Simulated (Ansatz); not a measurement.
# C2H6ClMoNO: one species, many methods

The task here is to estimate one member of a computed series from the others.

Program: Ansatz 0.2.0, Gaussian basis. Level of theory: functionals in def2-TZVPP, the program's frozen cores in correlated methods. These are calculated values, not measurements.

Levels to be run: LDA (SPW92), PBE-D4, revPBE-D4, BLYP-D4, r2SCAN-D4, B97M-V, PBE0-D4, B3LYP-D4, r2SCANh-D4, r2SCAN0-D4, HSE06-D4, BHLYP-D4, CAM-B3LYP-D4, LC-ωPBE, ωB97X-V, ωB97M-V, B2PLYP, PBE-QIDH; CCSD(T)/def2-SVP; MP2/def2-TZVPP; MP2/def2-QZVPP; RPA on PBE.

## Structure used throughout

The geometry comes from an earlier relaxation with PBE0-D4 in a triple-zeta def2 set; it is a stationary point, not always the lowest conformer. Mo takes the def2 core potential; no spin-orbit term is included.

SMILES `C[N]=[Mo]([CH3])(=[O])[Cl]`, 12 atoms, charge 0, spin multiplicity 1.

Atoms are counted from 1 here; the program's logs count them from 0.

Bond lengths: C1–N2 1.417 Å, C1–H7 1.095 Å, C1–H8 1.095 Å, C1–H9 1.096 Å, N2–Mo3 1.717 Å, Mo3–C4 2.102 Å, Mo3–O5 1.674 Å, Mo3–Cl6 2.278 Å, C4–H10 1.094 Å, C4–H11 1.094 Å, C4–H12 1.091 Å. Angles: N2–C1–H7 110.2°, N2–C1–H8 109.5°, N2–C1–H9 111.4°, H7–C1–H8 107.9°, H7–C1–H9 109.1°, H8–C1–H9 108.7°, C1–N2–Mo3 151.7°, N2–Mo3–C4 103.2°, N2–Mo3–O5 107.7°, N2–Mo3–Cl6 111.0°, C4–Mo3–O5 106.8°, C4–Mo3–Cl6 112.3°, O5–Mo3–Cl6 115.0°, Mo3–C4–H10 108.3°, Mo3–C4–H11 108.0°, Mo3–C4–H12 112.4°, H10–C4–H11 109.9°, H10–C4–H12 109.3° and more.

The first run:

in.yaml reads:

```yaml
crystal:
  periodic: [false, false, false]
  atoms:
    - {symbol: C, position_ang: [-1.316702, -1.803152, -0.115050]}
    - {symbol: N, position_ang: [-0.633796, -0.642456, 0.326893]}
    - {symbol: Mo, position_ang: [-0.234068, 1.021532, 0.186663]}
    - {symbol: C, position_ang: [1.848247, 0.993400, -0.101606]}
    - {symbol: O, position_ang: [-0.912703, 1.590439, -1.233601]}
    - {symbol: Cl, position_ang: [-0.832581, 2.164205, 2.063714]}
    - {symbol: H, position_ang: [-2.052012, -2.116016, 0.633158]}
    - {symbol: H, position_ang: [-0.600323, -2.621121, -0.244220]}
    - {symbol: H, position_ang: [-1.827542, -1.628738, -1.068972]}
    - {symbol: H, position_ang: [2.188834, 2.022525, -0.251925]}
    - {symbol: H, position_ang: [2.308664, 0.576652, 0.799176]}
    - {symbol: H, position_ang: [2.140982, 0.387630, -0.960229]}
basis:
  gaussian: {orbitals: def2-TZVPP}
hamiltonian: {xc: lda}
output: {orbitals: {seedname: orbitals}}
```

Run with:

```bash
$ ansatz run in.yaml --threads 4 --pin off --events-out ev --progress --plain --max-ram 11315MiB
```

Among the steps run: LDA; PBE-D4 (GGA); revPBE-D4 (GGA); BLYP-D4 (GGA); r2SCAN-D4 (meta-GGA); B97M-V (meta-GGA); PBE0-D4 (hybrid); B3LYP-D4 (hybrid); r2SCANh-D4 (hybrid); r2SCAN0-D4 (hybrid); HSE06-D4 (hybrid); BHLYP-D4 (hybrid); CAM-B3LYP-D4 (range-separated); LC-ωPBE (range-separated); ωB97X-V (range-separated); ωB97M-V (range-separated); B2PLYP (double hybrid); PBE-QIDH (double hybrid).

One of the session's tables, all rows but one given; the rest of the session is left out.

It belongs to the step «Orbital energies across the functionals». 

| functional | HOMO (eV) | LUMO (eV) | gap (eV) |
| --- | --- | --- | --- |
| LDA (SPW92) | -6.67 | -3.40 | 3.27 |
| PBE-D4 | -6.51 | -3.18 | 3.33 |
| revPBE-D4 | -6.45 | -3.10 | 3.35 |
| BLYP-D4 | -6.39 | -3.08 | 3.31 |
| r2SCAN-D4 | -6.78 | -3.13 | 3.64 |
| B97M-V | -6.86 | -3.11 | 3.75 |
| PBE0-D4 | -7.82 | -2.44 | 5.38 |
| B3LYP-D4 | -7.60 | -2.66 | 4.95 |
| r2SCANh-D4 | -7.27 | -2.85 | 4.42 |
| r2SCAN0-D4 | -8.01 | -2.41 | 5.60 |
| HSE06-D4 | ? | ? | ? |
| BHLYP-D4 | -9.05 | -1.54 | 7.50 |
| CAM-B3LYP-D4 | -9.17 | -1.40 | 7.76 |
| LC-ωPBE | -10.47 | -0.30 | 10.17 |
| ωB97X-V | -10.13 | -0.36 | 9.78 |
| ωB97M-V | -10.05 | -0.40 | 9.65 |

Estimate the missing values for HSE06-D4.

The run gave: HOMO (eV): -7.42; LUMO (eV): -2.81; gap (eV): 4.61. In the column «HOMO (eV)» it lies between B3LYP-D4 (-7.60) and r2SCANh-D4 (-7.27).
